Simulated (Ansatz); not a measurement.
**Alloy of GaN and ZnO (30 of 48 Ga sites, 30 of 48 N sites exchanged), 96 atoms**

Wanted: the relaxed alloy cell and its gap (PBEsol and r²SCAN).

Method: density functional theory in Ansatz 0.2.0, PAW datasets, plane waves.

### Step 1. The starting cell

96 atoms (30 Zn, 18 Ga, 18 N, 30 O); a = 9.636 Å, b = 11.127 Å, c = 10.407 Å, α = 90.00°, β = 90.00°, γ = 90.00°. All atoms were shaken off their sites by about 0.02 Å along each axis.

Plan of the steps: (2) PBEsol cell relaxation at the single k point (¼, ¼, ¼), on 1 × NVIDIA H100 80GB HBM3 with 4 threads of AMD EPYC 7R13; (3) r²SCAN single point at the single k point (¼, ¼, ¼), on 1 × NVIDIA H100 80GB HBM3 with 4 threads of AMD EPYC 7R13.

### Step 2. Relaxing cell and atoms with PBEsol

in.yaml reads:

```yaml
crystal:
  lattice:
    - [9.635989, 0.000000, 0.000000]
    - [0.000000, 11.126682, 0.000000]
    - [0.000000, 0.000000, 10.407073]
  atoms:
    - { symbol: Zn, position: [0.163647, 0.086042, 0.253293] }
    - { symbol: Zn, position: [0.167831, 0.083875, 0.751691] }
    - { symbol: Zn, position: [0.998918, 0.334222, 0.250500] }
    - { symbol: Zn, position: [0.503294, 0.081348, 0.250587] }
    - { symbol: Zn, position: [0.338609, 0.331978, 0.246189] }
    - { symbol: Zn, position: [0.331208, 0.333107, 0.750780] }
    - { symbol: Zn, position: [0.168416, 0.582450, 0.246785] }
    - { symbol: Zn, position: [0.164666, 0.583866, 0.747899] }
    - { symbol: Zn, position: [0.999492, 0.833013, 0.748815] }
    - { symbol: Zn, position: [0.829828, 0.082098, 0.748809] }
    - { symbol: Zn, position: [0.666269, 0.332663, 0.249253] }
    - { symbol: Zn, position: [0.501276, 0.583275, 0.747233] }
    - { symbol: Zn, position: [0.330252, 0.834268, 0.250973] }
    - { symbol: Zn, position: [0.831712, 0.584158, 0.251545] }
    - { symbol: Zn, position: [0.665100, 0.833416, 0.251961] }
    - { symbol: Zn, position: [0.671426, 0.834108, 0.746986] }
    - { symbol: Zn, position: [0.002090, 0.169301, 0.494746] }
    - { symbol: Zn, position: [0.334692, 0.165162, 0.499678] }
    - { symbol: Zn, position: [0.168311, 0.417007, 0.500573] }
    - { symbol: Zn, position: [0.164822, 0.416330, 0.999514] }
    - { symbol: Zn, position: [0.000826, 0.665724, 0.998574] }
    - { symbol: Zn, position: [0.665938, 0.166750, 0.502527] }
    - { symbol: Zn, position: [0.501574, 0.419235, 0.499877] }
    - { symbol: Zn, position: [0.500076, 0.414683, 0.000365] }
    - { symbol: Zn, position: [0.666583, 0.666216, 0.502155] }
    - { symbol: Zn, position: [0.666554, 0.665056, 0.000572] }
    - { symbol: Zn, position: [0.499628, 0.918621, 0.498735] }
    - { symbol: Zn, position: [0.498395, 0.914862, 0.000890] }
    - { symbol: Zn, position: [0.832637, 0.918998, 0.499344] }
    - { symbol: Zn, position: [0.828706, 0.917119, 0.000297] }
    - { symbol: Ga, position: [0.996273, 0.331791, 0.749109] }
    - { symbol: Ga, position: [0.500740, 0.086846, 0.750806] }
    - { symbol: Ga, position: [0.998497, 0.834669, 0.247009] }
    - { symbol: Ga, position: [0.833457, 0.079856, 0.248942] }
    - { symbol: Ga, position: [0.668557, 0.329664, 0.746255] }
    - { symbol: Ga, position: [0.502889, 0.583084, 0.250318] }
    - { symbol: Ga, position: [0.333204, 0.834357, 0.749328] }
    - { symbol: Ga, position: [0.834184, 0.584711, 0.750469] }
    - { symbol: Ga, position: [0.997683, 0.169984, 0.001685] }
    - { symbol: Ga, position: [0.332376, 0.165553, 0.001144] }
    - { symbol: Ga, position: [0.999166, 0.667430, 0.502082] }
    - { symbol: Ga, position: [0.664439, 0.166054, 0.000438] }
    - { symbol: Ga, position: [0.334765, 0.665302, 0.497536] }
    - { symbol: Ga, position: [0.331708, 0.664786, 0.997006] }
    - { symbol: Ga, position: [0.167096, 0.916977, 0.499447] }
    - { symbol: Ga, position: [0.167168, 0.912902, 0.999331] }
    - { symbol: Ga, position: [0.834940, 0.419082, 0.499474] }
    - { symbol: Ga, position: [0.834234, 0.416880, 0.997162] }
    - { symbol: N, position: [0.997879, 0.165559, 0.193778] }
    - { symbol: N, position: [0.331193, 0.165309, 0.691780] }
    - { symbol: N, position: [0.164269, 0.417473, 0.686708] }
    - { symbol: N, position: [0.001651, 0.668926, 0.186648] }
    - { symbol: N, position: [0.501421, 0.417423, 0.688953] }
    - { symbol: N, position: [0.332177, 0.668139, 0.188432] }
    - { symbol: N, position: [0.167400, 0.917444, 0.186556] }
    - { symbol: N, position: [0.166874, 0.918004, 0.687819] }
    - { symbol: N, position: [0.837522, 0.416066, 0.188164] }
    - { symbol: N, position: [0.835481, 0.915532, 0.187021] }
    - { symbol: N, position: [0.496323, 0.085762, 0.441119] }
    - { symbol: N, position: [0.337791, 0.334604, 0.434680] }
    - { symbol: N, position: [0.001902, 0.830700, 0.438009] }
    - { symbol: N, position: [0.999120, 0.832464, 0.934979] }
    - { symbol: N, position: [0.497209, 0.581778, 0.440279] }
    - { symbol: N, position: [0.329592, 0.835512, 0.438093] }
    - { symbol: N, position: [0.832637, 0.579844, 0.939265] }
    - { symbol: N, position: [0.666048, 0.826283, 0.936609] }
    - { symbol: O, position: [0.999862, 0.164603, 0.687644] }
    - { symbol: O, position: [0.334346, 0.166576, 0.188949] }
    - { symbol: O, position: [0.168207, 0.416621, 0.187071] }
    - { symbol: O, position: [0.996340, 0.667333, 0.688424] }
    - { symbol: O, position: [0.666126, 0.166383, 0.188250] }
    - { symbol: O, position: [0.672366, 0.164065, 0.691080] }
    - { symbol: O, position: [0.501696, 0.416527, 0.187487] }
    - { symbol: O, position: [0.329799, 0.662465, 0.686350] }
    - { symbol: O, position: [0.832594, 0.415457, 0.688622] }
    - { symbol: O, position: [0.667692, 0.665555, 0.188703] }
    - { symbol: O, position: [0.667405, 0.664723, 0.687100] }
    - { symbol: O, position: [0.501163, 0.919131, 0.190788] }
    - { symbol: O, position: [0.494076, 0.918739, 0.684774] }
    - { symbol: O, position: [0.835588, 0.914721, 0.688517] }
    - { symbol: O, position: [0.167025, 0.084180, 0.441026] }
    - { symbol: O, position: [0.167107, 0.084427, 0.939353] }
    - { symbol: O, position: [0.000123, 0.334339, 0.438132] }
    - { symbol: O, position: [0.998999, 0.333535, 0.938371] }
    - { symbol: O, position: [0.498814, 0.081162, 0.938540] }
    - { symbol: O, position: [0.332324, 0.335459, 0.940057] }
    - { symbol: O, position: [0.165348, 0.584699, 0.438478] }
    - { symbol: O, position: [0.168226, 0.582283, 0.937265] }
    - { symbol: O, position: [0.832901, 0.082565, 0.447346] }
    - { symbol: O, position: [0.834102, 0.080683, 0.939775] }
    - { symbol: O, position: [0.666615, 0.333797, 0.435875] }
    - { symbol: O, position: [0.664971, 0.333455, 0.941512] }
    - { symbol: O, position: [0.501459, 0.585760, 0.940294] }
    - { symbol: O, position: [0.333894, 0.832706, 0.936463] }
    - { symbol: O, position: [0.835951, 0.581500, 0.435185] }
    - { symbol: O, position: [0.666975, 0.833740, 0.436090] }
  symmetry: { detect: false }
kpoints:
  mp_grid: { grid: [1, 1, 1], shift: [0.25, 0.25, 0.25] }
hamiltonian:
  xc: pbesol
scf:
  occupations: { method: fermi_dirac, width: 0.01 }
relax:
  f_tol: 0.03
  max_steps: 80
  escape_saddle: false
  adjacent_minimum: "off"
  cell: { fix: [alpha, beta, gamma] }
output:
  forces: true
  eigenvalues: true
  populations: true
```

Started as:

```console
ansatz run in.yaml --threads 4 --pin off --max-ram 42750MiB --runs-dir r --events-out ev --progress --plain --backend cuda --devices 0, --max-vram 37GiB
```

The program printed:

```text
Pseudopotentials: kind: paw
Functional definition: PBEsol
  exchange = pbesol_x
  correlation = pbesol_c
Crystal: 96 atoms, lattice volume = 1115.811 Å³
Basis set: ecut = 420 eV, 21811 PW (Γ), exchange–correlation on 144×150×144 points (8 copies of the dense FFT grid, shifted against one another)
Bands: 528, of which v1, the nominal top of the filled ones, is band 432 counted from 1 (431 counted from 0)
Symmetry: 1 space group operations
k-points: 1
Non-local potential: Zn, projectors of the file, l = 0: 2, l = 1: 2, l = 2: 3, l = 3: 1
Non-local potential: Ga, projectors of the file, l = 0: 2, l = 1: 2, l = 2: 3, l = 3: 1
Non-local potential: N, projectors of the file, l = 0: 2, l = 1: 2, l = 2: 1
Non-local potential: O, projectors of the file, l = 0: 2, l = 1: 2, l = 2: 1
PAW form: soft (Blöchl's): semilocal exchange-correlation on the pseudo side does not see the compensation charge
PAW frozen core: Zn, regenerated for the run's functional, and the local potential with it (the file was generated under x = pbe(κ = 0.804, μ = 0.2195149727645171), c = pbe(β = 0.06672455060314922))
PAW frozen core: Ga, regenerated for the run's functional, and the local potential with it (the file was generated under x = pbe(κ = 0.804, μ = 0.2195149727645171), c = pbe(β = 0.06672455060314922))
PAW frozen core: N, regenerated for the run's functional, and the local potential with it (the file was generated under x = pbe(κ = 0.804, μ = 0.2195149727645171), c = pbe(β = 0.06672455060314922))
PAW frozen core: O, regenerated for the run's functional, and the local potential with it (the file was generated under x = pbe(κ = 0.804, μ = 0.2195149727645171), c = pbe(β = 0.06672455060314922))
PAW one-centre angular grid: Zn, 590 points (default); XC on 64 Gauss nodes
PAW one-centre angular grid: Ga, 590 points (default); XC on 64 Gauss nodes
PAW one-centre angular grid: N, 110 points (default); XC on 64 Gauss nodes
PAW one-centre angular grid: O, 110 points (default); XC on 64 Gauss nodes
Initial density: superposition of atomic densities (neutral atoms: chi_scale 0, normalization atom), corrected by the library's trained network
Initial wavefunctions: pseudopotential atomic-orbital guess
Functional: x = pbesol(κ = 0.804, μ = 0.12345679012345678), c = pbesol(β = 0.046)
SCF iter   1: F=—  HF=-189456.668668 eV  |F-HF|=—  |Δ(HF+E_count)|=         —  Δρ=1.56e-2  dr2=2.62e0  ethr=1.77e-3  ⟨swp⟩=7.0  Hψ=2194  notcnv=0
preconditioner: auto → Resta (q_TF=auto, 2.614 Å⁻¹)  ε∞=6.5  [insulator: Δε(μ)=0.158 eV  Ē_g=13.871 eV  σ=0.010 eV  W_gap=1.00  n_scr=336 (ndim 8)  ℏωp=32.7 eV  f_vac=0.015  D(μ)=0.15/eV (n_scr^D=0)  ε∞_Penn≈6.5]
SCF iter   2: F=—  HF=-189456.042940 eV  |F-HF|=—  |Δ(HF+E_count)|=   6.26e-1  Δρ=8.48e-3  dr2=1.52e0  ethr=3.03e-4  ⟨swp⟩=2.0  Hψ=1047  notcnv=0  defer=88
preconditioner: auto → LDOS  [metal: Δε(μ)=0.021 eV  Ē_g=13.886 eV  σ=0.010 eV  W_gap=0.49  n_scr=336 (ndim 8)  ℏωp=32.7 eV  f_vac=0.014  D(μ)=76.33/eV (n_scr^D=824)  β→1.0]
SCF iter   3: F=—  HF=-189456.012314 eV  |F-HF|=—  |Δ(HF+E_count)|=   3.06e-2  Δρ=3.22e-3  dr2=1.18e-1  ethr=1.76e-4  ⟨swp⟩=2.0  Hψ=449  notcnv=0  defer=88
SCF iter   4: F=—  HF=-189455.997053 eV  |F-HF|=—  |Δ(HF+E_count)|=   1.53e-2  Δρ=1.91e-3  dr2=4.84e-2  ethr=1.36e-5  ⟨swp⟩=2.0  Hψ=784  notcnv=0  defer=88
SCF iter   5: F=—  HF=-189455.996065 eV  |F-HF|=—  |Δ(HF+E_count)|=   9.87e-4  Δρ=1.68e-3  dr2=4.49e-2  ethr=5.60e-6  ⟨swp⟩=2.0  Hψ=703  notcnv=0  defer=88
SCF iter   6: F=—  HF=-189455.995478 eV  |F-HF|=—  |Δ(HF+E_count)|=   5.87e-4  Δρ=1.37e-3  dr2=3.03e-2  ethr=5.20e-6  ⟨swp⟩=1.0  Hψ=440  notcnv=0  defer=88
SCF iter   7: F=—  HF=-189455.995455 eV  |F-HF|=—  |Δ(HF+E_count)|=   2.27e-5  Δρ=8.96e-4  dr2=1.05e-2  ethr=3.50e-6  ⟨swp⟩=2.0  Hψ=447  notcnv=0  defer=88
SCF iter   8: F=—  HF=-189455.996166 eV  |F-HF|=—  |Δ(HF+E_count)|=   7.10e-4  Δρ=5.17e-4  dr2=3.37e-3  ethr=1.22e-6  ⟨swp⟩=2.0  Hψ=745  notcnv=0  defer=88
SCF iter   9: F=—  HF=-189455.986235 eV  |F-HF|=—  |Δ(HF+E_count)|=   9.93e-3  Δρ=3.51e-4  dr2=1.44e-3  ethr=3.90e-7  ⟨swp⟩=2.0  Hψ=723  notcnv=0  defer=88
SCF iter  10: F=—  HF=-189455.987647 eV  |F-HF|=—  |Δ(HF+E_count)|=   1.41e-3  Δρ=2.53e-4  dr2=7.46e-4  ethr=1.66e-7  ⟨swp⟩=2.0  Hψ=739  notcnv=0  defer=88
SCF iter  11: F=—  HF=-189455.986030 eV  |F-HF|=—  |Δ(HF+E_count)|=   1.62e-3  Δρ=1.75e-4  dr2=4.04e-4  ethr=8.63e-8  ⟨swp⟩=2.0  Hψ=739  notcnv=0  defer=88
SCF iter  12: F=—  HF=-189455.985967 eV  |F-HF|=—  |Δ(HF+E_count)|=   6.22e-5  Δρ=1.20e-4  dr2=1.86e-4  ethr=4.68e-8  ⟨swp⟩=2.0  Hψ=739  notcnv=0  defer=88
SCF iter  13: F=—  HF=-189455.985947 eV  |F-HF|=—  |Δ(HF+E_count)|=   2.08e-5  Δρ=8.67e-5  dr2=1.06e-4  ethr=2.15e-8  ⟨swp⟩=2.0  Hψ=723  notcnv=0  defer=88
SCF iter  14: F=—  HF=-189455.989107 eV  |F-HF|=—  |Δ(HF+E_count)|=   3.16e-3  Δρ=7.03e-5  dr2=6.77e-5  ethr=1.23e-8  ⟨swp⟩=2.0  Hψ=801  notcnv=0  defer=88
SCF iter  15: F=—  HF=-189455.989088 eV  |F-HF|=—  |Δ(HF+E_count)|=   1.87e-5  Δρ=5.17e-5  dr2=3.93e-5  ethr=7.84e-9  ⟨swp⟩=2.0  Hψ=739  notcnv=0  defer=88
SCF iter  16: F=—  HF=-189455.989084 eV  |F-HF|=—  |Δ(HF+E_count)|=   3.95e-6  Δρ=3.66e-5  dr2=2.14e-5  ethr=4.55e-9  ⟨swp⟩=2.0  Hψ=715  notcnv=0  defer=88
SCF iter  17: F=—  HF=-189455.989083 eV  |F-HF|=—  |Δ(HF+E_count)|=   9.29e-7  Δρ=2.85e-5  dr2=1.08e-5  ethr=2.48e-9  ⟨swp⟩=2.0  Hψ=717  notcnv=0  defer=88
SCF iter  18: F=—  HF=-189455.989081 eV  |F-HF|=—  |Δ(HF+E_count)|=   1.73e-6  Δρ=1.65e-5  dr2=3.75e-6  ethr=1.25e-9  ⟨swp⟩=2.0  Hψ=805  notcnv=0  defer=88
SCF iter  19: F=—  HF=-189455.989081 eV  |F-HF|=—  |Δ(HF+E_count)|=   5.52e-7  Δρ=9.69e-6  dr2=1.24e-6  ethr=4.35e-10  ⟨swp⟩=2.0  Hψ=745  notcnv=0  defer=88
SCF iter  20: F=—  HF=-189455.989081 eV  |F-HF|=—  |Δ(HF+E_count)|=   1.19e-7  Δρ=6.79e-6  dr2=6.60e-7  ethr=1.43e-10  ⟨swp⟩=2.0  Hψ=733  notcnv=0  defer=88
[... from here the SCF cycle lines were not kept, up to the last twenty ...]
relax step   1: F+E_penalty+E_count = -189455.98908060 eV  Δ(F+E_penalty+E_count) = +0.000e0 eV  max|allowed force component| = 3.355e0 eV/Å  Δτ_max = 0.0000 Å  P = +1.767 GPa  Ω = 1115.811 Å³  fix = [alpha, beta, gamma]  reactions: alpha +0.240, beta +0.049, gamma +0.035 GPa/rad  (23 SCF iters, dr2 threshold 1.00e-7 eV, accepted)
[... from here on, the SCF cycles and remarks between the steps are left out ...]
relax step   2: F+E_penalty+E_count = -189461.75097530 eV  Δ(F+E_penalty+E_count) = -5.762e0 eV  max|allowed force component| = 2.026e0 eV/Å  Δτ_max = 0.1271 Å  P = +0.512 GPa  Ω = 1121.402 Å³  energy of the carried Pulay correction = -2.308e-2 eV  fix = [alpha, beta, gamma]  reactions: alpha +0.186, beta +0.038, gamma +0.190 GPa/rad  (9 SCF iters, dr2 threshold 9.60e-6 eV, accepted)
relax step   3: F+E_penalty+E_count = -189464.74354182 eV  Δ(F+E_penalty+E_count) = -2.993e0 eV  max|allowed force component| = 7.461e-1 eV/Å  Δτ_max = 0.1886 Å  P = -1.757 GPa  Ω = 1147.691 Å³  energy of the carried Pulay correction = -1.301e-1 eV  fix = [alpha, beta, gamma]  reactions: alpha -0.099, beta +0.208, gamma +0.081 GPa/rad  (9 SCF iters, dr2 threshold 9.60e-6 eV, accepted)
relax step   4: F+E_penalty+E_count = -189465.23031783 eV  Δ(F+E_penalty+E_count) = -4.868e-1 eV  max|allowed force component| = 5.761e-1 eV/Å  Δτ_max = 0.2000 Å  P = +0.371 GPa  Ω = 1129.339 Å³  energy of the carried Pulay correction = -5.565e-2 eV  fix = [alpha, beta, gamma]  reactions: alpha -0.034, beta +0.059, gamma +0.119 GPa/rad  (8 SCF iters, dr2 threshold 9.60e-6 eV, accepted)
relax step   5: F+E_penalty+E_count = -189465.39623707 eV  Δ(F+E_penalty+E_count) = -1.659e-1 eV  max|allowed force component| = 1.553e-1 eV/Å  Δτ_max = 0.0665 Å  P = +0.402 GPa  Ω = 1129.465 Å³  energy of the carried Pulay correction = -5.617e-2 eV  fix = [alpha, beta, gamma]  reactions: alpha -0.043, beta +0.102, gamma +0.134 GPa/rad  (7 SCF iters, dr2 threshold 9.60e-6 eV, accepted)
relax step   6: F+E_penalty+E_count = -189465.40546252 eV  Δ(F+E_penalty+E_count) = -9.225e-3 eV  max|allowed force component| = 3.602e-2 eV/Å  Δτ_max = 0.0428 Å  P = -0.059 GPa  Ω = 1133.287 Å³  energy of the carried Pulay correction = -7.177e-2 eV  fix = [alpha, beta, gamma]  reactions: alpha -0.054, beta +0.083, gamma +0.116 GPa/rad  (8 SCF iters, dr2 threshold 1.51e-6 eV, accepted)
relax step   7: F+E_penalty+E_count = -189465.40996089 eV  Δ(F+E_penalty+E_count) = -4.498e-3 eV  max|allowed force component| = 1.454e-2 eV/Å  Δτ_max = 0.0105 Å  P = +0.005 GPa  Ω = 1132.722 Å³  energy of the carried Pulay correction = -6.946e-2 eV  fix = [alpha, beta, gamma]  reactions: alpha -0.052, beta +0.091, gamma +0.119 GPa/rad  (8 SCF iters, dr2 threshold 8.11e-8 eV, accepted)
relax step   8: F+E_penalty+E_count = -189465.48207847 eV  Δ(F+E_penalty+E_count) = -7.212e-2 eV  max|allowed force component| = 1.448e-2 eV/Å  Δτ_max = 0.0000 Å  P = +0.080 GPa  Ω = 1132.722 Å³  fix = [alpha, beta, gamma]  reactions: alpha -0.056, beta +0.093, gamma +0.121 GPa/rad  stress off target by 9.43e-2 GPa on what of the cell is left free  SCF on the basis re-selected at this cell (its en [...]
relax step   9: F+E_penalty+E_count = -189465.48003216 eV  Δ(F+E_penalty+E_count) = +2.046e-3 eV  max|allowed force component| = 2.754e-3 eV/Å  Δτ_max = 0.0037 Å  P = +0.005 GPa  Ω = 1133.319 Å³  energy of the carried Pulay correction = -2.369e-3 eV  fix = [alpha, beta, gamma]  reactions: alpha -0.054, beta +0.093, gamma +0.123 GPa/rad  (7 SCF iters, dr2 threshold 2.22e-8 eV, accepted)
relax step  10: F+E_penalty+E_count = -189465.48294904 eV  Δ(F+E_penalty+E_count) = -2.917e-3 eV  max|allowed force component| = 2.771e-3 eV/Å  Δτ_max = 0.0000 Å  P = +0.007 GPa  Ω = 1133.319 Å³  fix = [alpha, beta, gamma]  reactions: alpha -0.054, beta +0.093, gamma +0.123 GPa/rad  stress off target by 8.61e-3 GPa on what of the cell is left free  SCF on the basis re-selected at this cell (its en [...]
SCF converged after 5 iterations
Free energy (F): -189465.482949 eV
Harris-Foulkes:  -189465.482949 eV  (|F-HF|=5.82e-11)
Internal energy: -189465.482949 eV  (E = F + TS)
E sigma→0 (E₀):  -189465.482949 eV
Fermi energy:    9.247422 eV
--- Per-component energies (eV) ---
  E_band       = 569.665255
  E_kinetic    = 13585.883381
  E_local      = -95808.708025  (includes V_loc(G=0)·N_el)
  E_nonlocal   = 28586.361499
  E_hartree    = 40960.279717
  E_xc         = -8524.794679
  E_vxc        = -6753.102876  (∫ρ·V_xc dr)
  E_paw        = -95747.846712  (= ΣΔE_a)
  E_vpaw       = -20961.391580  (= ΣTr[D̂ρ^β])
  E_aug_tail   = 0.061806  (compensation charges beyond the density's cutoff)
  E_ewald      = -72557.738602
  E_core_change = 41.018664  (= ΣΔE_core)
  E_smearing   = -0.000000  (= −TS)
  E_closure    = 0.000000  (closes the sum)
  Σ components = -189465.482949   (vs F -189465.482949, Δ=0.00e0)
--- Forces (eV/Å), atoms counted from 1 ---
  atom   1  Zn    -0.00019173     0.00020375     0.00062467
  atom   2  Zn    -0.00031759     0.00000662     0.00100089
[... 29 atoms left out ...]
  atom  32  Ga    -0.00042662     0.00095651     0.00277085
[... 6 atoms left out ...]
  atom  39  Ga    -0.00201411     0.00092691     0.00060011
[... 2 atoms left out ...]
  atom  42  Ga     0.00033390     0.00221225    -0.00123591
[... 5 atoms left out ...]
  atom  48  Ga     0.00050054    -0.00248198    -0.00151516
[... 9 atoms left out ...]
  atom  58  N      0.00138479     0.00130312     0.00144852
[... 5 atoms left out ...]
  atom  64  N     -0.00200521    -0.00047639    -0.00015703
[... 14 atoms left out ...]
  atom  79  O     -0.00160573    -0.00120449     0.00008554
[... 15 atoms left out ...]
  atom  95  O     -0.00137769    -0.00080944    -0.00139973
[... 1 atom left out ...]
  max |Σ_I F_I| component: 1.46e-6 eV/Å
--- Stress (GPa, compression-positive) ---
        0.006280      -0.122995      -0.093170
       -0.122995       0.008609       0.054487
       -0.093170       0.054487       0.006919
  P = ⅓ Tr σ = 0.0073 GPa (0.073 kbar)
--- Band table (eV) ---
  k-point 0: bands = [... 420 lower levels ..., "7.9129", "7.9439", "7.9974", "8.0607", "8.1181", "8.1831", "8.2468", "8.3526", "8.3896", "8.4476", "8.5343", "8.7842", "9.7106", "10.6188", "10.8265", "10.9951", "11.4056", "11.6203", "11.7586", "11.8373", "11.9205", "12.0829", "12.2010", "12.3175", ... 84 higher levels ...]
--- Relaxed structure (8 steps of the walk, 8 accepted, 2 SCFs on fresh bases) ---
  F+E_penalty+E_count = -189465.48294904 eV   max|allowed force component| = 2.771e-3 eV/Å   (the final SCF, on the basis selected at the relaxed cell)
  cell:  # Å, volume = 1133.3191 Å³
    - [9.679734880137294, 2.5077960984591885e-143, -1.1627191383516482e-143]
    - [2.8957535867253563e-143, 11.214556485108519, 6.583297752912665e-112]
    - [-1.2557613911060612e-143, 6.15752838944243e-112, 10.44014761230695]
  atoms:
    - { symbol: Zn, position: [0.1659720195027013, 0.07759573034348256, 0.24726453894862246] }
    - { symbol: Zn, position: [0.17187372659237432, 0.0775975562255734, 0.7362261057127477] }
[... 94 atoms left out; the next input holds them all, rounded ...]
--- Löwdin populations: 96 sites ---
  site symbol       q [e]
     0     Zn     10.5608
     1     Zn     10.5683
[... 94 atoms left out ...]
  spilling = 0.007082 (of n_electrons = 864.000000)
```

It took 37 s on 1 × NVIDIA H100 80GB HBM3 with 4 threads of AMD EPYC 7R13, shared host; peak host memory 1.6 GiB.

Step by step (solves on a freshly chosen basis count as rows, and their energies jump a little):

```tsv
accepted step	energy change (eV)	largest force component (eV/Å)	SCF cycles	pressure (GPa)
1	0.000	3.355	23	1.77
2	-5.762	2.026	9	0.51
3	-8.754	0.746	9	-1.76
4	-9.241	0.576	8	0.37
5	-9.407	0.155	7	0.40
6	-9.416	0.036	8	-0.06
7	-9.421	0.015	8	0.00
8	-9.493	0.014	8	0.08
9	-9.491	0.003	7	0.01
10	-9.494	0.003	5	0.01
```

Largest shifts, less the median shift:

```tsv
atom	shift (Å)	dx	dy	dz
Zn30	0.269	0.032	-0.232	0.131
O90	0.219	0.003	0.218	0.010
O95	0.207	0.060	-0.058	0.190
O79	0.198	0.008	0.009	0.197
Zn4	0.196	-0.128	-0.030	0.146
Zn23	0.192	-0.182	-0.032	0.052
O89	0.188	0.036	0.092	-0.161
Ga46	0.184	-0.143	-0.066	0.094
```

|  | before | after | change |
| --- | --- | --- | --- |
| a (Å) | 9.636 | 9.680 | +0.45 % |
| b (Å) | 11.127 | 11.215 | +0.79 % |
| c (Å) | 10.407 | 10.440 | +0.32 % |
| volume (Å³/atom) | 11.623 | 11.805 | +1.57 % |

Bond lengths by pair after relaxation (within a distance cut, which drops stretched bonds):

```tsv
pair	count	mean (Å)	spread (Å)	least	most
Ga–N	25	1.881	0.040	1.815	1.967
Ga–O	47	1.942	0.069	1.834	2.121
N–Zn	47	1.948	0.044	1.864	2.061
O–Zn	70	2.042	0.081	1.892	2.245
```

Spacing of the frontier levels at the single k point (¼, ¼, ¼): 0.93 eV (8.784 to 9.711 eV).

[end of part 1 of 2]
